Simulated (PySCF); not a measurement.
# CH7FO2Si2: the cost of one run

Computed with PySCF 2.14.0, with density-fitted response routines of our own, on a single molecule in the gas phase. Atoms are numbered from 0 throughout.

## 1. Starting geometry

13 atoms, charge 0, multiplicity 1; geometry from: PBE0-D3(BJ)/def2-SVP.

Bonds of the start (Å): C0–O1 1.40, O1–Si2 1.64, Si2–F3 1.62, Si2–O4 1.63, O4–Si5 1.67, C0–H6 1.10, C0–H7 1.10, C0–H8 1.10, Si2–H9 1.48, Si5–H10 1.49, Si5–H11 1.49, Si5–H12 1.49.

## 2. Shielding tensors: PBE0/6-31G*

What the job is given:

```
{"job": {"kind": "nmr", "xc": "PBE0", "basis": "6-31G*", "pop": true}, "charge": 0, "multiplicity": 1}
C     -2.445021    -0.763017    -0.203764
O     -1.134820    -0.335772     0.059597
Si    -0.479821     1.121214    -0.316517
F     -0.769545     1.412504    -1.881892
O      1.125115     1.011121    -0.058857
Si     2.350077    -0.123286    -0.070569
H     -2.687653    -0.696117    -1.278076
H     -3.190239    -0.171279     0.357409
H     -2.541484    -1.812962     0.108001
H     -1.051729     2.247474     0.445875
H      2.233593    -0.997788    -1.273438
H      2.280430    -0.956431     1.163629
H      3.642207     0.614950    -0.107426
```

Level: GIAO PBE0/6-31G* NMR shielding, non-relativistic, gas phase.

Run with:

```bash
$ OMP_NUM_THREADS=1 python probes_run.py task.json out
```

The driver reads the jobs from task.json and runs them one after another.

Q: Estimate the wall time and peak memory of this first job on 1 thread of Arm Neoverse V2, shared host.

About 8.5 s, with a peak of 0.59 GiB.
